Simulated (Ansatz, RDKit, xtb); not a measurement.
# Isomers of C5H7B, a sample narrowed down

Which of a sample of isomers of C5H7B is the most stable in the gas at 298.15 K, and what are its properties? The sample is small against all isomers, and the most stable one of this formula need not be in it.

Plan: many cheap relaxations first (GFN2-xTB), then density-functional screening, relaxation at B3LYP/def2-SVP, vibrations (at GFN2-xTB) and a final energy. The numbers are computed, not measured.

**1. Drawing up candidates**

Isomers were taken from a list of plausible structures; this is a sample, not all of them. That gives 3 candidates.

| label | SMILES | spin |
| --- | --- | --- |
| c162 | BC#CCC=C | singlet |
| c237 | B[C@@H](C#C)C=C | singlet |
| c359 | BCC#CC=C | singlet |

Candidates are built by distance geometry, with a force field where one applies, in up to four conformers (letters a to d).

**Question.** With final energies at CCSD(T)/def2-SVP + MP2/def2-TZVPP - MP2/def2-SVP, which structure will this search put lowest in free energy, and by what margin?

| quantity | value |
| --- | --- |
| lowest structure found | BC#CCC=C, singlet |
| next finalist | BCC#CC=C, singlet, 6.7 kcal/mol higher in G |
| share at equilibrium, among the finalists | 100.0 % |

The lowest structure found is `BC#CCC=C`. Among the finalists first place is clear (6.7 kcal/mol); structures outside the list aren't covered. GFN2-xTB, HF/STO-3G, r2SCAN-D4/def2-SVP, B3LYP/def2-SVP, HF/def2-SVP and MP2/def2-SVP already put its bonding pattern lowest among the structures in one piece. Lowest found is not proven lowest: the search is finite, and each finalist counts with one conformer. Only 3 drawn patterns were tried, so whole families of isomers are missing, and the result ranks this sample alone.
